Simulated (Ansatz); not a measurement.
# CuRe3: the cost of one run

Computed with Ansatz 0.2.0 (DFT PBE, scalar-relativistic, plane waves, PAW, unless a step's input says otherwise).

### 1 The starting structure

Symmetry: Pm-3m, No. 221, cubic system. The conventional cell has a = 4.390 Å, b = 4.390 Å, c = 4.390 Å, α = 90.00°, β = 90.00°, γ = 90.00°. Cu (site symmetry m-3m) has 12 Re at 3.10 Å in its first shell of neighbours. Re (site symmetry 4/mmm) is surrounded by 4 Cu at 3.10 Å and 8 Re at 3.10 Å.

Coordinates:

```xyz
4
Lattice="4.3899 0.0000 0.0000 0.0000 4.3899 0.0000 0.0000 0.0000 4.3899" Properties=species:S:1:pos:R:3 pbc="T T T"
Cu    0.0000    0.0000    0.0000
Re    0.0000    2.1949    2.1949
Re    2.1949    0.0000    2.1949
Re    2.1949    2.1949    0.0000
```

Recipe of the guess: species swapped into a database cell of SmY3 (Pm-3m, No. 221), with Cu on the Sm sites and Re on the Y sites. Its size is a rough estimate.

### 2 Probe: one point on a coarse mesh

input.yaml reads:

```yaml
crystal:
  lattice:
    - [4.3898928, 0.0, 0.0]
    - [0.0, 4.3898928, 0.0]
    - [0.0, 0.0, 4.3898928]
  atoms:
    - { symbol: Cu, position: [0.0, 0.0, 0.0] }
    - { symbol: Re, position: [0.0, 0.5, 0.5] }
    - { symbol: Re, position: [0.5, 0.0, 0.5] }
    - { symbol: Re, position: [0.5, 0.5, 0.0] }
basis:
  ecutwfc: 420
kpoints:
  mp_grid: { grid: [4, 4, 4] }
hamiltonian:
  xc: pbe
scf:
  occupations: { method: gaussian, width: 0.1 }
  lower_state_search: "off"
output:
  forces: true
  stress: true
  eigenvalues: true
```

On the command line:

```sh
$ ansatz run input.yaml --threads 1 --pin off --max-ram 2560MiB --backend cpu --events-out ev --progress --plain --runs-dir out
```

Q: Estimate wall time and peak memory on 1 thread of Intel Xeon Platinum 8488C (Sapphire Rapids), shared host.

About 1.4 s, with a peak of 0.38 GiB.
